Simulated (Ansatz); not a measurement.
# C3H4F4O: the cost of one run

Computed with Ansatz 0.2.0, Gaussian basis. Level: the settings change from run to run.

## 1. The molecule

An earlier PBE0-D4 in a triple-zeta def2 set relaxation fixed the geometry.

SMILES `OC(F)(CF)C(F)F`, 12 atoms, charge 0, spin multiplicity 1.

Atoms are counted from 1 here; the program's logs count them from 0.

Bond lengths: O1–C2 1.362 Å, O1–H9 0.965 Å, C2–F3 1.384 Å, C2–C4 1.520 Å, C2–C6 1.528 Å, C4–F5 1.382 Å, C4–H10 1.092 Å, C4–H11 1.090 Å, C6–F7 1.349 Å, C6–F8 1.351 Å, C6–H12 1.094 Å. Angles: C2–O1–H9 108.2°, O1–C2–F3 110.0°, O1–C2–C4 112.6°, O1–C2–C6 107.4°, F3–C2–C4 108.2°, F3–C2–C6 105.7°, C4–C2–C6 112.6°, C2–C4–F5 107.9°, C2–C4–H10 110.1°, C2–C4–H11 110.6°, F5–C4–H10 108.4°, F5–C4–H11 108.9°, H10–C4–H11 110.8°, C2–C6–F7 110.0°, C2–C6–F8 109.3°, C2–C6–H12 110.8°, F7–C6–F8 107.8°, F7–C6–H12 109.4° and more.

## 2. LC-wPBE/def2-SVP

Options: multiplicity 3, restricted open-shell orbitals, atoms shaken by 0.08 Å.

Contents of in.yaml:

```yaml
crystal:
  periodic: [false, false, false]
  atoms:
    - {symbol: O, position_ang: [0.458371, 0.609256, 1.356610]}
    - {symbol: C, position_ang: [-0.247642, 0.000832, 0.333618]}
    - {symbol: F, position_ang: [-1.540357, 0.263120, 0.694911]}
    - {symbol: C, position_ang: [0.063096, 0.717337, -1.085687]}
    - {symbol: F, position_ang: [0.150151, 2.145605, -0.731162]}
    - {symbol: C, position_ang: [0.046241, -1.393820, 0.401074]}
    - {symbol: F, position_ang: [1.352255, -1.602626, 0.160388]}
    - {symbol: F, position_ang: [-0.563115, -1.783228, -0.589295]}
    - {symbol: H, position_ang: [0.499089, 1.605625, 1.231007]}
    - {symbol: H, position_ang: [0.933133, 0.360819, -1.293994]}
    - {symbol: H, position_ang: [-0.748953, 0.656076, -1.663932]}
    - {symbol: H, position_ang: [-0.226181, -1.738933, 1.362484]}
basis:
  gaussian: {orbitals: def2-SVP}
magnetization: {spin_polarized: false, initial_magnetization: 2}
hamiltonian: {xc: {name: LC-wPBE}}
```

Command:

```bash
ansatz run in.yaml --threads 8 --pin off --events-out ev --progress --plain --max-ram 18278MiB
```

What time and memory should one allow on 8 threads of Arm Neoverse V1, shared host?

About 7 s, with a peak of 0.5 GiB.
